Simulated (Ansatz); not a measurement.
# CH2Se (triplet): from Hartree-Fock to the top rungs, cc-pVDZ

An exercise on one series of results from a longer session: the logs are not shown, and one member is left open.

Computed with Ansatz 0.2.0, Gaussian basis. Level: cc-pVDZ, core rule «outside noble gas», up to 15 orbitals frozen.

Plan: UHF; CCSD(T) on ROHF; CCSD(T) on UHF; BCCD(T) on ROHF; CISD; CCSDT(Q) on ROHF; CCSDT(Q) on UHF; CASSCF and MRCISD+Q, 12 electrons in 10 orbitals; CASSCF and NEVPT2, 12 electrons in 10 orbitals.

29 further runs of the same task are left out: 13 that didn't finish, 16 set aside as unsound or not needed.

### The system

The geometry is a PBE0/def2-TZVP stationary point (not a proven minimum). No spin-orbit coupling is included. The filled d shell of Se may be among the frozen orbitals whatever the setting's name suggests; the logs give the count.

4 atoms, charge 0, spin multiplicity 3.

Atoms are counted from 1 here; the program's logs count them from 0.

Bond lengths: C1–Se2 1.825 Å, C1–H3 1.086 Å, Se2–H4 1.481 Å. Angles: Se2–C1–H3 130.4°, C1–Se2–H4 97.5°.

The first run:

Input file in.yaml:

```yaml
crystal:
  periodic: [false, false, false]
  atoms:
    - {symbol: C, position_ang: [-0.138178, 0.063138, 1.556475]}
    - {symbol: Se, position_ang: [0.012399, -0.027633, -0.259811]}
    - {symbol: H, position_ang: [0.619602, -0.016251, 2.330305]}
    - {symbol: H, position_ang: [0.055644, 1.428588, -0.524289]}
basis:
  gaussian: {orbitals: cc-pVDZ}
magnetization: {spin_polarized: true, initial_magnetization: 2}
hamiltonian: {xc: hf}
output: {orbitals: {seedname: orbitals}}
```

Started as:

```console
$ ansatz run in.yaml --threads 1 --pin off --events-out ev --progress --plain --max-ram 2393MiB
```

Among the steps run: UHF; CCSD(T) on ROHF; CCSD(T) on UHF; BCCD(T) on ROHF; CISD; CCSDT(Q) on ROHF; CCSDT(Q) on UHF; CASSCF and MRCISD+Q, 12 electrons in 10 orbitals; CASSCF and NEVPT2, 12 electrons in 10 orbitals.

One table of the session follows, with a row left open; its other results are not shown here.

It belongs to the step «Misses and costs». 

```
          method  from UCCSDT(Q) (kcal/mol)
            ROHF                    +158.88
             UHF                    +154.58
            RMP2                     +26.19
            UMP2                     +26.02
            CISD                     +17.09
           RCCSD                      +5.16
           UCCSD                      +5.08
        RCCSD(T)                      +0.93
        UCCSD(T)                      +0.93
         BCCD(T)                      +0.89
          RCCSDT                      +0.30
          UCCSDT                      +0.28
       RCCSDT(Q)                      +0.04
       UCCSDT(Q)                          0
  CASSCF valence                    +116.90
  NEVPT2 valence                          ?
  MRCISD valence                      +9.28
MRCISD+Q valence                      +1.14
```

Q: Estimate the row for NEVPT2 valence from the others.

As computed: from UCCSDT(Q) (kcal/mol): +25.36. In the column «from UCCSDT(Q) (kcal/mol)» it lies between CISD (+17.09) and UMP2 (+26.02).

With the free atoms at the same levels and basis (separate runs), the atomisation energy is 9.354 eV at UCCSDT(Q), 9.339 eV at RCCSD(T), 9.330 eV at UCCSD(T), 7.095 eV at ROHF.

Limits of these values: Restricted and unrestricted rows rest on different reference determinants; where their highest levels disagree by more than a few hundredths of an eV, they describe different states and don't form one ladder.
